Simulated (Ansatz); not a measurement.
# C3H9O3Sc: ionisation energy by level of theory

The task here is to estimate one member of a computed series from the others.

The runs use Ansatz 0.2.0, Gaussian basis; unrestricted cation, the program's frozen cores in correlated methods.

Plan: UKS PBE-D4/def2-TZVPP; UKS r2SCAN-D4/def2-TZVPP; UKS PBE0-D4/def2-TZVPP; UKS B3LYP-D4/def2-TZVPP; UKS wB97X-V/def2-TZVPP; UKS wB97M-V/def2-TZVPP; UKS B2PLYP/def2-TZVPP; UHF-CCSD(T)/def2-TZVPP; UHF-MP2/def2-QZVPP; extrapolation to the limit; then −ε(HOMO) from the neutral's earlier runs with LDA (SPW92), PBE-D4, revPBE-D4, BLYP-D4, r2SCAN-D4, B97M-V, PBE0-D4, B3LYP-D4, r2SCANh-D4, r2SCAN0-D4, HSE06-D4, BHLYP-D4, CAM-B3LYP-D4, LC-ωPBE, ωB97X-V, ωB97M-V.

### The geometry

All runs share one geometry, relaxed beforehand with PBE0-D4 in a triple-zeta def2 set.

16 atoms, charge 0, spin multiplicity 1.

Atoms are counted from 1 here; the program's logs count them from 0.

Bond lengths: C1–O2 1.383 Å, C1–H8 1.098 Å, C1–H9 1.098 Å, C1–H10 1.098 Å, O2–Sc3 1.872 Å, Sc3–O4 1.872 Å, Sc3–O6 1.871 Å, O4–C5 1.383 Å, C5–H11 1.098 Å, C5–H12 1.098 Å, C5–H13 1.098 Å, O6–C7 1.383 Å, C7–H14 1.098 Å, C7–H15 1.098 Å, C7–H16 1.098 Å. Angles: O2–C1–H8 111.3°, O2–C1–H9 111.3°, O2–C1–H10 111.1°, H8–C1–H9 107.8°, H8–C1–H10 107.6°, H9–C1–H10 107.6°, C1–O2–Sc3 179.3°, O2–Sc3–O4 120.0°, O2–Sc3–O6 120.0°, O4–Sc3–O6 120.0°, Sc3–O4–C5 178.7°, O4–C5–H11 111.1°, O4–C5–H12 111.2°, O4–C5–H13 111.4°, H11–C5–H12 107.5°, H11–C5–H13 107.7°, H12–C5–H13 107.8°, Sc3–O6–C7 179.0° and more.

The first run:

in.yaml reads:

```yaml
crystal:
  periodic: [false, false, false]
  atoms:
    - {symbol: C, position_ang: [-2.905255, 1.417769, 0.397689]}
    - {symbol: O, position_ang: [-1.672416, 0.818996, 0.213192]}
    - {symbol: Sc, position_ang: [-0.007994, -0.005082, -0.017393]}
    - {symbol: O, position_ang: [0.165494, -1.851769, 0.232247]}
    - {symbol: C, position_ang: [0.324667, -3.213540, 0.413178]}
    - {symbol: O, position_ang: [1.488158, 1.021213, -0.475841]}
    - {symbol: C, position_ang: [2.584344, 1.797962, -0.803974]}
    - {symbol: H, position_ang: [-3.518766, 0.855630, 1.113652]}
    - {symbol: H, position_ang: [-2.797901, 2.441868, 0.778011]}
    - {symbol: H, position_ang: [-3.463150, 1.471876, -0.545958]}
    - {symbol: H, position_ang: [-0.261167, -3.781398, -0.321022]}
    - {symbol: H, position_ang: [-0.010097, -3.522299, 1.411850]}
    - {symbol: H, position_ang: [1.375613, -3.511655, 0.304969]}
    - {symbol: H, position_ang: [2.425063, 2.849284, -0.531225]}
    - {symbol: H, position_ang: [3.487861, 1.449592, -0.287069]}
    - {symbol: H, position_ang: [2.785557, 1.761523, -1.882306]}
basis:
  gaussian: {orbitals: def2-TZVPP}
total_charge: 1
magnetization: {spin_polarized: true, initial_magnetization: 1}
hamiltonian: {xc: pbe, dispersion: d4}
```

The run is started by

```bash
ansatz run in.yaml --threads 2 --pin off --events-out ev --progress --plain --max-ram 32768MiB --backend cuda --devices 0, --max-vram 18GiB
```

Steps of the session up to this table: Cation, UKS PBE-D4/def2-TZVPP; Cation, UKS r2SCAN-D4/def2-TZVPP; Cation, UKS PBE0-D4/def2-TZVPP; Cation, UKS B3LYP-D4/def2-TZVPP; Cation, UKS wB97X-V/def2-TZVPP; Cation, UKS wB97M-V/def2-TZVPP; Cation, UKS B2PLYP (frozen core)/def2-TZVPP; Cation, UHF-CCSD(T)/def2-TZVPP; Cation, UHF-MP2/def2-QZVPP.

One of the session's tables, all rows but one given; the rest of the session is left out.

It belongs to the step «Ionisation energies side by side». For comparison, −ε(HOMO) of the neutral from earlier runs:

```
  functional  −ε(HOMO) (eV)
 LDA (SPW92)           5.82
      PBE-D4           5.68
   revPBE-D4           5.62
     BLYP-D4           5.59
   r2SCAN-D4           5.99
      B97M-V           6.11
     PBE0-D4           7.20
    B3LYP-D4              ?
  r2SCANh-D4           6.56
  r2SCAN0-D4           7.42
    HSE06-D4           6.79
    BHLYP-D4           8.68
CAM-B3LYP-D4           8.62
     LC-ωPBE           9.92
     ωB97X-V           9.61
     ωB97M-V           9.56
```

Q: Estimate the row for B3LYP-D4 from the others.

Worked estimate for «−ε(HOMO) (eV)». Against the share of exact exchange, BLYP-D4 (0, 5.59), BHLYP-D4 (0.5, 8.68) give a slope of 6.18 per unit share; at 0.2 the line stands at 6.83.

The run gave: −ε(HOMO) (eV): 6.96. In «−ε(HOMO) (eV)» the line misses by -0.13.
